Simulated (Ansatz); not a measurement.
This script makes a rigid torsion scan of CH5B2F, SMILES BC(B)F with the Python package of Ansatz (0.2.0).

The script, `ch5b2f.py`:
```python
# -*- coding: utf-8 -*-
import ansatz
from ase import Atoms

atoms = Atoms(["B", "C", "B", "F", "H", "H", "H", "H", "H"], positions=[
    [-0.7142, 0.882, -0.5838],
    [-0.3819, -0.4701, 0.0601],
    [1.0912, -0.4243, 0.5613],
    [-0.4443, -1.4631, -0.8797],
    [-1.0947, 0.9738, -1.7455],
    [-0.7487, 1.9297, 0.0533],
    [-1.0274, -0.6667, 0.9212],
    [1.482, 0.3592, 1.4082],
    [1.9264, -1.1668, 0.1879],
])

first = (
    ansatz.Crystal.molecule_from_ase(atoms).calculation()
    .basis(gaussian="cc-pVDZ")
    .functional("PBE0")
    .relax(force_tolerance=0.02, max_steps=80)
)
atoms.positions = first.run(threads=1, pin="off").report["positions_ang"]

start = atoms.get_dihedral(0, 1, 2, 7)
energies = {}
for turn in range(0, 360, 30):
    turned = atoms.copy()
    turned.set_dihedral(0, 1, 2, 7, start + turn, indices=[2, 7, 8])
    job = ansatz.Crystal.molecule_from_ase(turned).calculation()
    job = job.basis(gaussian="cc-pVDZ")
    job = job.functional("PBE0")
    energies[round((start + turn) % 360)] = job.run(threads=1, pin="off").report["free_energy_ev"]
floor = min(energies.values())
print("dihedral B0-C1-B2-H7 (deg)   E - E(min) (eV)")
for angle, e in sorted(energies.items()):
    print(f"{angle:8d} {(e - floor):14.3f}  " + "#" * int(30 * (e - floor) / max(max(energies.values()) - floor, 1e-9)))
```

Where along the turn do the lowest and the highest point lie, and how far apart are they?

The lowest point is at 54° and the highest at 324°, 0.634 eV (61.2 kJ/mol) above it, with the rest of the molecule held.

The output:

```console
$ python ch5b2f.py
dihedral B0-C1-B2-H7 (deg)   E - E(min) (eV)
      24          0.140  ######
      54          0.000
      84          0.147  ######
     114          0.472  ######################
     144          0.631  #############################
     174          0.438  ####################
     204          0.139  ######
     234          0.002
     264          0.147  ######
     294          0.471  ######################
     324          0.634  ##############################
     354          0.444  ####################
```

The scan is rigid and the energies are electronic, in a modest basis. With rigid groups the curve can differ much from the relaxed path, the start wasn't checked as a minimum of this torsion, and equivalent turns needn't return to the same energy. It ran for 43 s on 1 thread of Arm Neoverse V1, with other jobs on the host, peak memory 0.22 GiB.

(A comment or docstring line of the script was reworded after the run, the code is as it ran; lines on the test bed's own set-up are left out of the output.)
